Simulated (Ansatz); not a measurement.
Write a Python script for Ansatz 0.2.0, Python API that makes a comparison of enthalpies under pressure of two structures of Au. Level of theory (first run): LDA, PAW, cutoff 520 eV, 20×20×20 k-points, Fermi-Dirac smearing of 0.05 eV.

The script, `transition_au.py`:
```python
"""Enthalpies of two structures of Au under pressure."""

import warnings

import ansatz as az
import numpy as np


def bcc(A, a):
    return (
        az.Lattice.bcc(a)
        .space_group(229)
        .atom(A, (0, 0, 0))
        .primitive()
    )


def sc(a_site, a):
    return (
        az.Lattice.cubic(a)
        .space_group(221)
        .atom(a_site, (0, 0, 0))
    )


def ground_state(name, crystal, pressure=0.0):
    calc = (
        crystal.calculation()
        .functional("lda")
        .scf(tolerance=1e-09)
        .basis(520)  # plane waves up to this kinetic energy
        .kpoints(spacing=0.14)  # the mesh must be finer for metals
        .occupations("fermi_dirac", width=0.05)  # the run then minimises F = E - TS
    )
    calc = calc.relax(force_tolerance=0.03, max_steps=40, cell=True, pressure=pressure)
    return calc.run()


def volume_per_atom(outcome):
    return abs(np.linalg.det(outcome.lattice.cell_ang)) / len(outcome.lattice.sites)

warnings.simplefilter("ignore")

phases = {}
phases["bcc"] = bcc("Au", 3.23)
phases["sc"] = sc("Au", 2.65)

# enthalpy per atom at each pressure
pressures = [0, 15, 30, 45]
enthalpy, volume = {name: [] for name in phases}, {name: [] for name in phases}
for p in pressures:
    for name, crystal in phases.items():
        o = ground_state(name, crystal, pressure=p)
        volume[name].append(volume_per_atom(o))
        enthalpy[name].append(o.report["energy_sigma0_ev"] / len(o.lattice.sites) + p * volume[name][-1] / 160.21766)
gap = np.array(enthalpy["sc"]) - np.array(enthalpy["bcc"])
rows = [(p, va, vb, 1000 * d) for p, va, vb, d in zip(pressures, volume["bcc"], volume["sc"], gap)]
print("   P (GPa)  V bcc (A^3/atom)  V sc (A^3/atom)  H(sc) - H(bcc) (meV/atom)")
for row in rows:
    print(f"{row[0]:10d}  {row[1]:16.3f}  {row[2]:15.3f}  {row[3]:+25.1f}")
crossings = [p0 - g0 * (p1 - p0) / (g1 - g0) for p0, p1, g0, g1 in zip(pressures, pressures[1:], gap, gap[1:]) if g0 * g1 < 0]
print("crossing near", [round(float(p), 1) for p in crossings], "GPa") if crossings else print("no crossing in this range")
```

`python transition_au.py` gives:
```text
   P (GPa)  V bcc (A^3/atom)  V sc (A^3/atom)  H(sc) - H(bcc) (meV/atom)
         0            16.609           18.999                     +255.5
        15            15.568           17.490                     +454.1
        30            14.832           16.522                     +622.0
        45            14.262           15.805                     +772.8
no crossing in this range
```

Caveats:
- At a fixed pressure a relaxation lowers the enthalpy F + PV, while F alone can rise.
- The program warned that this SCF threshold is loose for forces or stresses.
- Spin-orbit coupling, which matters for elements this heavy, is left out.
- Only these two structures are compared, at zero temperature and with their symmetry kept; either may be hypothetical, and another phase may be lower than both. Differences under 10 to 15 meV an atom lie within the error of mesh and functional.
- The cells are prototypes set up for this calculation and needn't exist.
- The script silences warnings, which a real study should read.
- It ran for 2.1 min on 1 thread of Arm Neoverse V1, with other jobs on the host, peak memory 0.44 GiB.
